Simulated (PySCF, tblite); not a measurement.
# C₇H₉O radical: geometry, infrared bands and EPR parameters

Aim: predict the infrared bands and EPR parameters of C₇H₉O radical (`[O]C[C@]12C[C@@H]3[C@H](C1)[C@@H]32`).

Programs: tblite 0.8.0 and PySCF 2.14.0, with density-fitted response routines of our own. Each step states its level of theory. These are calculated values for one molecule in the gas phase, unless marked as measured. Atoms count from 0, in the outputs and in this text.

## (1) The molecule as given

17 atoms, charge 0, multiplicity 2; geometry from: force field or distance geometry start.

Bonds of the start (Å): O0–C1 1.43, C1–C2 1.47, C2–C3 1.49, C3–C4 1.53, C4–C5 1.49, C5–C6 1.54, C5–C7 1.46, C6–C2 1.52, C7–C2 1.48, C7–C4 1.47, C1–H8 1.10, C1–H9 1.10, C3–H10 1.10, C3–H11 1.11, C4–H12 1.07, C5–H13 1.08, C6–H14 1.11, C6–H15 1.08, C7–H16 1.04.

## (2) Optimising the geometry with GFN2-xTB

Job settings and geometry (Å):

```
{"job": {"kind": "relax", "xc": "GFN2-xTB", "basis": "xTB"}, "charge": 0, "multiplicity": 2}
O      2.474400    -0.012300    -0.676400
C      1.307500     0.632200    -1.196200
C      0.157900     0.126900    -0.423200
C     -0.159800    -1.330800    -0.456200
C     -0.651700    -1.139700     0.980900
C     -1.132600     0.253300     1.171500
C     -0.993500     1.073200    -0.121200
C      0.297100    -0.017500     1.047800
H      1.276800     0.385800    -2.266900
H      1.442300     1.704500    -0.997600
H      0.685700    -2.020800    -0.582100
H     -1.037800    -1.521800    -1.102800
H     -0.742000    -1.940300     1.689600
H     -1.633600     0.637000     2.045300
H     -0.618100     2.106200     0.042000
H     -1.807400     0.921000    -0.814300
H      1.127900     0.155300     1.650000
```

On the command line:

```console
> OMP_NUM_THREADS=1 python probes_run.py task.json out
```

One launch serves the whole session: the jobs run in the order shown.

**Question.** This job is followed by: GFN2-xTB harmonic vibrations, gas phase; UKS B3LYP, pcH-1 on C H O, non-relativistic, mean-field spin-orbit, GIAO. What will the session give for the following? strongest single infrared mode (GFN2-xTB); zero-point energy (GFN2-xTB); g(iso) (B3LYP); ⟨S²⟩; largest a(iso) (averaged by class); potential on the surface of density 0.002 e/bohr³, 1st and 99th percentile; property runs in this session.

As calculated:

```
                                                                  quantity                                            value
                                 strongest single infrared mode (GFN2-xTB)                             752 cm⁻¹, 254 km/mol
                                              zero-point energy (GFN2-xTB)                                    86.2 kcal/mol
                                                            g(iso) (B3LYP)                                          2.02121
                                                                      ⟨S²⟩                               0.754 (exact 0.75)
                                        largest a(iso) (averaged by class)                          1H on H8, H9, 184.6 MHz
potential on the surface of density 0.002 e/bohr³, 1st and 99th percentile                               -1.41 V and 1.12 V
                                             property runs in this session  1, of which 0 failed and 1 gave unsound results
```

The optimisation took 61 steps and gained 1.305 eV; among the close pairs (by a distance rule), O0–C1 changed most, from 1.431 to 1.308 Å. All 45 modes are real, so the xTB geometry is a minimum. The strongest single mode, at 752 cm⁻¹, is spread over several atoms, C6, H8, C2 among them. GFN2-xTB is a fitted tight-binding method: band positions and strengths are rough. Its intensities can rank the bands wrongly. Most of the unpaired spin sits on O0 (0.83 e). The isotropic g lies 18.9 ppt above the free-electron value. These values are not to be trusted: the run shows nearly degenerate orbitals, where second-order g theory doesn't apply. These values are for one conformer; the search (at its own cheap level) found 1 more, at 0.53 kcal/mol, and measured spectra average over such forms.
